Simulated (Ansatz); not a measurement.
# ClFH3InO2: the cost of one run

Program: Ansatz 0.2.0. Level of theory: RKS PBE/def2-SVP. These are calculated values, not measurements.

### Step 1. The starting structure

Bond lengths: In1–Cl2 2.849 Å, In1–O3 1.937 Å, In1–O4 1.935 Å, In1–F6 2.363 Å, O3–H7 0.958 Å, O4–H8 0.960 Å. Angles: Cl2–In1–O3 113.8°, Cl2–In1–O4 115.2°, Cl2–In1–F6 65.3°, O3–In1–O4 125.6°, O3–In1–F6 112.1°, O4–In1–F6 108.8°, In1–O3–H7 110.6°, In1–O4–H8 110.5°.

Coordinates:

```xyz
8

In   -0.5574   -0.1433    0.1465
Cl    0.8893    2.1289   -0.7822
O    -1.6184   -1.0074   -1.2251
O    -0.9431   -0.1543    2.0422
H     1.7715    0.6413   -0.5091
F     1.7576   -0.5045   -0.1624
H    -1.1419   -1.0294   -2.0564
H    -0.1576    0.0688    2.5464
```

### Step 2. Pulling towards end A

Springs on the bonds that form and break draw the guess towards this end; the thresholds are loose.

Contents of input.yaml:

```yaml
crystal:
  periodic: [false, false, false]
  atoms:
    - { symbol: In, position_ang: [-0.5574, -0.1433, 0.1465] }
    - { symbol: Cl, position_ang: [0.8893, 2.1289, -0.7822] }
    - { symbol: O, position_ang: [-1.6184, -1.0074, -1.2251] }
    - { symbol: O, position_ang: [-0.9431, -0.1543, 2.0422] }
    - { symbol: H, position_ang: [1.7715, 0.6413, -0.5091] }
    - { symbol: F, position_ang: [1.7576, -0.5045, -0.1624] }
    - { symbol: H, position_ang: [-1.1419, -1.0294, -2.0564] }
    - { symbol: H, position_ang: [-0.1576, 0.0688, 2.5464] }
basis:
  gaussian: { orbitals: def2-SVP }
hamiltonian:
  xc: pbe
relax:
  f_tol: 0.15
  max_steps: 25
  restrain:
    - { distance: [0, 5], at: 3.29, k: 30.0 }
    - { distance: [4, 1], at: 2.63, k: 30.0 }
    - { distance: [0, 1], at: 2.44, k: 30.0 }
    - { distance: [4, 5], at: 0.88, k: 30.0 }
output:
  orbitals: {}
```

The run is started by

```sh
> ansatz run input.yaml --threads 2 --pin off --max-ram 3072MiB --backend cpu --events-out ev --progress --plain --runs-dir out
```

**Question.** How long does this run take on 2 threads of Arm Neoverse V2, shared host, and how much memory does it need?

About 21 s, with a peak of 0.15 GiB.
